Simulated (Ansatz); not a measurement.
# Ti: a line through an energy map

How does the energy of Ti (Im-3m, No. 229; 1 atom in the cell) vary with normal strain along z, at engineering shear strain xy = −22.0 %?

Computed with Ansatz 0.2.0 (DFT PBEsol, scalar-relativistic, plane waves, PAW, unless a step's input says otherwise).

1 further run of the same task is left out (it didn't finish).

## 1. The structure to begin with

Symmetry: Im-3m, No. 229, cubic system. Conventional cell: a = 3.210 Å, b = 3.210 Å, c = 3.210 Å, α = 90.00°, β = 90.00°, γ = 90.00°. Ti (site symmetry m-3m) has 8 Ti at 2.78 Å as nearest neighbours.

Coordinates:

```cif
data_structure
_symmetry_space_group_name_H-M 'P 1'
_symmetry_Int_Tables_number 1
_cell_length_a 2.7799
_cell_length_b 2.7799
_cell_length_c 2.7799
_cell_angle_alpha 109.471
_cell_angle_beta 109.471
_cell_angle_gamma 109.471
_cell_volume 16.54
loop_
_atom_site_label
_atom_site_type_symbol
_atom_site_fract_x
_atom_site_fract_y
_atom_site_fract_z
_atom_site_occupancy
Ti1 Ti 0.00000 0.00000 0.00000 1
```

This cell was relaxed beforehand with the same method: volume 16.54 Å³/atom, gap on the mesh none (metal).

## 2. What is varied

The energy is mapped over two homogeneous strains (x along [1 0 0], y along [0 1 0], z along [0 0 1] of the conventional cell).

First coordinate, engineering shear strain xy: 7 values from −22.0 %. Second coordinate, normal strain along z: 7 values from −15 to 15 %.

Nothing else is relaxed (symmetry fixes all fractional coordinates). Energies count from the relaxed crystal. Points are written as (first, second).

## 3. The run at (−22.0 %, −15 %)

input.yaml

```yaml
crystal:
  lattice:
    - [-1.7814949655, 1.7814949655, 1.3642078565]
    - [1.7814949655, -1.7814949655, 1.3642078565]
    - [1.4284058733, 1.4284058733, -1.3642078565]
  atoms:
    - { symbol: Ti, position: [0.0, 0.0, 0.0] }
basis:
  ecutwfc: 520.0
kpoints:
  mp_grid: { grid: [20, 20, 20] }
hamiltonian:
  xc: pbesol
  pseudopotentials: { kind: paw, azcp: { folder: soft_1 } }
scf:
  occupations: { method: gaussian, width: 0.15 }
output:
  forces: true
  stress: true
  eigenvalues: true
  write_density: true
  write_potential: true
  elf: true
  volumetric_format: npy
```

Started as:

```bash
$ ansatz run input.yaml --threads 1 --pin off --max-ram 2048MiB --backend cpu --events-out ev --progress --plain --runs-dir out
```

Further runs follow: the other points of the line.

**Question.** What will these runs give? Wanted: for each run, normal strain along z; energy; slope; pressure.

**Answer**, as computed:

| normal strain along z (%) | step | energy (meV/atom) | slope (meV/atom per %) | pressure (GPa) |
| --- | --- | --- | --- | --- |
| −15 | 3 | 280 | −27.8 | 24.8 |
| −10 | 4 | 169 | −17.0 | 14.9 |
| −5 | 5 | 105 | −9.0 | 7.0 |
| 0 | 6 | 76 | −3.0 | 0.7 |
| 5 | 7 | 73 | 1.6 | −4.4 |
| 10 | 8 | 91 | 5.4 | −8.4 |
| 15 | 9 | 126 | 8.7 | −11.7 |

Energies count from the relaxed crystal. Slopes come from the forces (and the stress, where the cell changes), not from differences of energies.

In words: Along the line the energy is lowest at 5 %, 73 meV/atom from the zero. A fit to energies and slopes at the lowest point and its two neighbours puts the minimum at 3.1 %, with a curvature of about 0.9 meV/atom per %². Divided by the reference volume, that is a stiffness of about 87 GPa for this pattern of strain. The highest point computed, at −15 %, lies 207 meV/atom above the lowest. This is one cut through a surface in two coordinates; the map's lowest point lies off it.
